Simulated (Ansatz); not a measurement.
# Hf (bcc type): the cost of one run

Method: DFT LDA, with the methods named in each step, in Ansatz 0.2.0.

1 further run of the same task is left out (it didn't finish). Runs told in other sessions of the task aren't counted.

## (1) The structure to begin with

Symmetry: Im-3m, No. 229, cubic system. Conventional cell: a = 3.467 Å, b = 3.467 Å, c = 3.467 Å, α = 90.00°, β = 90.00°, γ = 90.00°. Around Hf (site symmetry m-3m) lie 8 Hf at 3.00 Å.

Coordinates:

```
CELL_PARAMETERS angstrom
-1.73339 1.73339 1.73339
1.73339 -1.73339 1.73339
1.73339 1.73339 -1.73339
ATOMIC_POSITIONS crystal
Hf 0.00000 0.00000 0.00000
```

Whether this phase is the stable one at these pressures isn't tested.

## (2) Cell relaxed at zero pressure, PAW

File input.yaml:

```yaml
crystal:
  lattice:
    - [-1.733393941, 1.733393941, 1.733393941]
    - [1.733393941, -1.733393941, 1.733393941]
    - [1.733393941, 1.733393941, -1.733393941]
  atoms:
    - { symbol: Hf, position: [0.0, 0.0, 0.0] }
kpoints:
  mp_grid: { grid: [17, 17, 17] }
scf:
  occupations: { method: fermi_dirac, width: 0.08 }
hamiltonian:
  xc: lda
  pseudopotentials: { kind: paw }
output:
  forces: true
  stress: true
relax:
  f_tol: 0.005
  max_steps: 40
  cell: {}
```

Run with:

```console
$ ansatz run input.yaml --threads 1 --pin off --max-ram 2048MiB --backend cpu --events-out ev --progress --plain --runs-dir out
```

Q: Estimate wall time and peak memory on 1 thread of Intel Xeon Platinum 8488C (Sapphire Rapids), shared host.

About 12 s, with a peak of 0.4 GiB.
